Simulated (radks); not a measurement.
# The series with 49 electrons, Ba⁷⁺ to Bi³⁴⁺

What does a rising nuclear charge do to the levels of a fixed set of electrons? The series is run ion by ion, all in [Kr] 4d10 5s2 5p1.

Method: Dirac Kohn-Sham, PBE, spin-unpolarised, spherical densities, finite nucleus; open shells fill j = l - 1/2 first. Code: radks (a radial shooting solver on a logarithmic mesh, Libxc functionals) version 1.

## (1) The system

| Quantity | Value |
| --- | --- |
| electrons | 49 |
| ions | Ba⁷⁺, Pr¹⁰⁺, Sm¹³⁺, Tb¹⁶⁺, Er¹⁹⁺, Lu²²⁺, W²⁵⁺, Ir²⁸⁺, Hg³¹⁺, Bi³⁴⁺ |
| configuration | [Kr] 4d10 5s2 5p1 |

## (2) Ba⁷⁺

Input:

```text
Z 56
configuration [Kr] 4d10 5s2 5p1
relativity Dirac
functional pbe,pbe
spin unpolarised
j_filling energy
nucleus finite rms 4.8378 fm
c 137.035999084
```

## (3) Pr¹⁰⁺

Input:

```text
Z 59
configuration [Kr] 4d10 5s2 5p1
relativity Dirac
functional pbe,pbe
spin unpolarised
j_filling energy
nucleus finite rms 4.8919 fm
c 137.035999084
```

## (4) Sm¹³⁺

Input:

```text
Z 62
configuration [Kr] 4d10 5s2 5p1
relativity Dirac
functional pbe,pbe
spin unpolarised
j_filling energy
nucleus finite rms 5.0819 fm
c 137.035999084
```

## (5) Tb¹⁶⁺

Input:

```text
Z 65
configuration [Kr] 4d10 5s2 5p1
relativity Dirac
functional pbe,pbe
spin unpolarised
j_filling energy
nucleus finite rms 5.06 fm
c 137.035999084
```

## (6) Er¹⁹⁺

Input:

```text
Z 68
configuration [Kr] 4d10 5s2 5p1
relativity Dirac
functional pbe,pbe
spin unpolarised
j_filling energy
nucleus finite rms 5.2516 fm
c 137.035999084
```

## (7) Lu²²⁺

Input:

```text
Z 71
configuration [Kr] 4d10 5s2 5p1
relativity Dirac
functional pbe,pbe
spin unpolarised
j_filling energy
nucleus finite rms 5.37 fm
c 137.035999084
```

## (8) W²⁵⁺

Input:

```text
Z 74
configuration [Kr] 4d10 5s2 5p1
relativity Dirac
functional pbe,pbe
spin unpolarised
j_filling energy
nucleus finite rms 5.3658 fm
c 137.035999084
```

## (9) Ir²⁸⁺

Input:

```text
Z 77
configuration [Kr] 4d10 5s2 5p1
relativity Dirac
functional pbe,pbe
spin unpolarised
j_filling energy
nucleus finite rms 5.4032 fm
c 137.035999084
```

## (10) Hg³¹⁺

Input:

```text
Z 80
configuration [Kr] 4d10 5s2 5p1
relativity Dirac
functional pbe,pbe
spin unpolarised
j_filling energy
nucleus finite rms 5.4648 fm
c 137.035999084
```

## (11) Bi³⁴⁺

Input:

```text
Z 83
configuration [Kr] 4d10 5s2 5p1
relativity Dirac
functional pbe,pbe
spin unpolarised
j_filling energy
nucleus finite rms 5.5211 fm
c 137.035999084
```

**Question.** What will these runs give? Wanted: for each run, ion; E; ε(4d3/2); ε(4d5/2); ε(5s1/2); ε(5p1/2); ε(5p3/2, empty); <r>(5p1/2).

**Answer**, as computed:

```csv
ion,E (hartree),ε(4d3/2) (eV),ε(4d5/2) (eV),ε(5s1/2) (eV),ε(5p1/2) (eV),"ε(5p3/2, empty) (eV)",<r>(5p1/2) (bohr)
Ba⁷⁺,-8127.3659,-176.76,-174.09,-110.19,-94.182,-91.093,1.611
Pr¹⁰⁺,-9216.4346,-275.27,-271.36,-175.05,-154.79,-149.69,1.371
Sm¹³⁺,-10383.8238,-390.65,-385.17,-251.57,-227.04,-219.28,1.200
Tb¹⁶⁺,-11631.3388,-522.57,-515.12,-339.61,-310.76,-299.59,1.070
Er¹⁹⁺,-12960.8141,-670.85,-660.98,-439.19,-405.96,-390.47,0.9669
Lu²²⁺,-14374.5353,-835.43,-822.60,-550.41,-512.72,-491.83,0.8824
W²⁵⁺,-15875.0430,-1016.3,-999.89,-673.43,-631.18,-603.65,0.8115
Ir²⁸⁺,-17465.0253,-1213.4,-1192.8,-808.45,-761.54,-725.91,0.7509
Hg³¹⁺,-19147.5977,-1426.8,-1401.2,-955.75,-904.05,-858.62,0.6984
Bi³⁴⁺,-20926.3016,-1656.6,-1625.2,-1115.6,-1059.0,-1001.8,0.6524
```

**Reading.** From Ba⁷⁺ to Bi³⁴⁺ the 5p1/2 level deepens by a factor 11.2 and shrinks by a factor 2.47. The order of the levels in the table does not change along the series. The configuration is held, so it need not be the ground state of every ion.
